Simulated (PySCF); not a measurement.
# O4W ([WO4]2-): the cost of one run

Computed with PySCF 2.14.0 and routines of our own; the level stands in each step. Atoms count from 0.

## Step 1: The starting structure

5 atoms, charge -2, multiplicity 1; geometry from: GFN2-xTB.

## Step 2: Relaxing the molecule at PBE0-D3(BJ)/def2-SVP

The job: settings as JSON, then the geometry in Å.

```
{"job": {"xc": "PBE0", "basis": "def2-SVP", "d3": "d3bj", "grid": 1, "maxiter": 30, "kind": "geom"}, "charge": -2, "multiplicity": 1}
W     -0.000050    -0.000670     0.000130
O      0.011250    -0.018680     1.803500
O      1.696500     0.011620    -0.611290
O     -0.857340     1.476060    -0.581050
O     -0.850360    -1.468330    -0.611300
```

Launch:

```
OMP_NUM_THREADS=1 python heavy_run.py task.json out
```

The driver reads the jobs from task.json and runs them one after another.

Q: Estimate the wall time and peak memory of this first job on 1 thread of Intel Xeon Platinum 8375C at 2.90GHz, shared host.

About 18 s, with a peak of 0.34 GiB.
